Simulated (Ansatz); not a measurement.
# Cl2Ge: the cost of one run

Method: cc-pVDZ, all electrons in the functionals, frozen cores in the correlation of double hybrids and RPA; program: Ansatz 0.2.0, Gaussian basis.

Plan: wB97M-V, HSE06, B2PLYP, RPA-PBE, at charge 0, triplet; charge 0, singlet; charge 0, quintet; charge 1, doublet; charge 1, quartet; displaced geometry v1; displaced geometry v2 (not every functional at every point).

29 further runs of the same task are left out: 2 for a known fault of the program, 13 that didn't finish, 14 set aside as unsound or not needed.

**1. The system**

The geometry is a PBE0/def2-TZVP stationary point (not a proven minimum). No spin-orbit coupling is included. The filled d shell of Ge may be among the frozen orbitals whatever the setting's name suggests; the logs give the count.

3 atoms, charge 0, spin multiplicity 3.

Atoms are counted from 1 here; the program's logs count them from 0.

Bond lengths: Cl1–Ge2 2.152 Å, Ge2–Cl3 2.152 Å. Angles: Cl1–Ge2–Cl3 118.7°.

No dispersion term is added; wB97M-V holds VV10 nonlocal correlation. HSE06 is the plane-wave form.

The geometry shown and the zero of energy belong to the point charge 0, triplet. The yardstick, UCCSDT(Q), and other wave-function levels (R restricted, U unrestricted, valence and pair active spaces) come from earlier runs.

**2. wB97M-V, charge 0, triplet**

Input file in.yaml:

```yaml
crystal:
  periodic: [false, false, false]
  atoms:
    - {symbol: Cl, position_ang: [0.000000, -0.554943, 1.851052]}
    - {symbol: Ge, position_ang: [0.000000, 0.541696, 0.000000]}
    - {symbol: Cl, position_ang: [0.000000, -0.554943, -1.851052]}
basis:
  gaussian: {orbitals: cc-pVDZ}
magnetization: {spin_polarized: true, initial_magnetization: 2}
hamiltonian: {xc: {name: wB97M-V}}
output: {orbitals: {seedname: orbitals}}
```

The run is started by

```console
ansatz run in.yaml --threads 1 --pin off --events-out ev --progress --plain --max-ram 2393MiB
```

What time and memory should one allow on 1 thread of Arm Neoverse V2, shared host?

About 14 s, with a peak of 0.3 GiB.
